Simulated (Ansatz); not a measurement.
# Si3H8O2: a ladder of functionals and wavefunction methods

Aim: compute Si3H8O2 with functionals from several rungs and with coupled cluster. The yardstick is the atomisation energy at the CCSD(T) limit.

Computed with Ansatz 0.2.0, Gaussian basis. Level: functionals in def2-TZVPP, the program's frozen cores in correlated methods.

The runs, in order: LDA (SPW92), PBE-D4, revPBE-D4, BLYP-D4, r2SCAN-D4, B97M-V, PBE0-D4, B3LYP-D4, r2SCANh-D4, r2SCAN0-D4, HSE06-D4, BHLYP-D4, CAM-B3LYP-D4, LC-ωPBE, ωB97X-V, ωB97M-V, B2PLYP, PBE-QIDH; CCSD(T)/def2-SVP; CCSD(T)/def2-TZVPP; MP2/def2-QZVPP; extrapolation to the limit; RPA on PBE.

## 1. Structure used throughout

All runs share one geometry, relaxed beforehand with PBE0-D4 in a triple-zeta def2 set.

13 atoms, charge 0, spin multiplicity 1.

Atoms are counted from 1 here; the program's logs count them from 0.

Bond lengths: O1–Si2 1.655 Å, O1–H6 0.959 Å, Si2–Si3 2.355 Å, Si2–H7 1.485 Å, Si2–H8 1.493 Å, Si3–O4 1.650 Å, Si3–H9 1.490 Å, Si3–H10 1.488 Å, O4–Si5 1.630 Å, Si5–H11 1.494 Å, Si5–H12 1.481 Å, Si5–H13 1.485 Å. Angles: Si2–O1–H6 116.9°, O1–Si2–Si3 111.1°, O1–Si2–H7 106.1°, O1–Si2–H8 111.1°, Si3–Si2–H7 110.7°, Si3–Si2–H8 109.4°, H7–Si2–H8 108.5°, Si2–Si3–O4 109.6°, Si2–Si3–H9 111.0°, Si2–Si3–H10 111.5°, O4–Si3–H9 108.9°, O4–Si3–H10 107.7°, H9–Si3–H10 108.1°, Si3–O4–Si5 143.9°, O4–Si5–H11 109.8°, O4–Si5–H12 109.0°, O4–Si5–H13 110.9°, H11–Si5–H12 108.7° and more.

## 2. LDA

This LDA is Slater exchange with PW92 correlation.

File in.yaml:

```yaml
crystal:
  periodic: [false, false, false]
  atoms:
    - {symbol: O, position_ang: [-2.115489, 0.678987, 0.535029]}
    - {symbol: Si, position_ang: [-1.157528, -0.203166, 1.556716]}
    - {symbol: Si, position_ang: [1.120473, 0.062192, 1.021089]}
    - {symbol: O, position_ang: [1.353321, -0.256872, -0.580546]}
    - {symbol: Si, position_ang: [0.730666, -0.040108, -2.070976]}
    - {symbol: H, position_ang: [-2.093801, 0.440654, -0.393877]}
    - {symbol: H, position_ang: [-1.437005, 0.305113, 2.924048]}
    - {symbol: H, position_ang: [-1.511537, -1.653066, 1.508991]}
    - {symbol: H, position_ang: [1.577508, 1.451333, 1.307328]}
    - {symbol: H, position_ang: [1.976507, -0.875043, 1.797301]}
    - {symbol: H, position_ang: [-0.747375, -0.255819, -2.039454]}
    - {symbol: H, position_ang: [1.336272, -1.027855, -2.993977]}
    - {symbol: H, position_ang: [0.988486, 1.338952, -2.556673]}
basis:
  gaussian: {orbitals: def2-TZVPP}
hamiltonian: {xc: lda}
output: {orbitals: {seedname: orbitals}}
```

After this run come: PBE-D4 (GGA); revPBE-D4 (GGA); BLYP-D4 (GGA); r2SCAN-D4 (meta-GGA); B97M-V (meta-GGA); PBE0-D4 (hybrid); B3LYP-D4 (hybrid); r2SCANh-D4 (hybrid); r2SCAN0-D4 (hybrid); HSE06-D4 (hybrid); BHLYP-D4 (hybrid); CAM-B3LYP-D4 (range-separated); LC-ωPBE (range-separated); ωB97X-V (range-separated); ωB97M-V (range-separated); B2PLYP (double hybrid); PBE-QIDH (double hybrid); CCSD(T) in def2-SVP; CCSD(T) in def2-TZVPP; MP2 in def2-QZVPP; RPA on PBE orbitals.

Before running them: what should the planned runs give, taken together? Wanted: atomisation energy, CCSD(T)/CBS; farthest beyond LDA; mean size of error, GGA; mean size of error, meta-GGA; mean size of error, hybrid; mean size of error, range-separated; mean size of error, double hybrid; gap, smallest and largest; T1 diagnostic.

**Answer**, as computed:

| quantity | value |
| --- | --- |
| atomisation energy, CCSD(T)/CBS | 4378.9 kJ/mol |
| functionals within 21.9 kJ/mol (0.5 %) | B97M-V, CAM-B3LYP-D4, ωB97X-V, ωB97M-V |
| farthest beyond LDA | revPBE-D4 (-141.8 kJ/mol) |
| mean size of error, GGA | 87.8 kJ/mol |
| mean size of error, meta-GGA | 20.9 kJ/mol |
| mean size of error, hybrid | 80.4 kJ/mol |
| mean size of error, range-separated | 28.6 kJ/mol |
| mean size of error, double hybrid | 88.7 kJ/mol |
| gap, smallest and largest | 4.35 eV (LDA (SPW92)), 11.41 eV (LC-ωPBE) |
| T1 diagnostic | 0.0121 |
| triples share of the correlation energy | 3.3 % |

In words: LDA overbinds by 475.9 kJ/mol (11 %). PBE-D4 misses by -59.0 kJ/mol. Double hybrids carry the basis error of their MP2 part in triple zeta, and no dispersion term here, so their miss is partly the set-up's. Taken by rung, meta-GGA functionals do best (20.9 kJ/mol on average) and double hybrid ones worst beyond LDA (88.7 kJ/mol). The gap between the best rungs is small, so their order is not settled. Misses under about 21.9 kJ/mol are within the doubt on the reference itself, which lacks core-valence correlation, relativity and higher excitations. Hartree-Fock recovers 74 % of the binding; the rest is correlation. CCSD(T) in def2-SVP is off by -369.8 kJ/mol, more than most functionals: a good method in a small basis is no reference. Orbital gaps span 4.4 to 11.4 eV; exact exchange widens them.
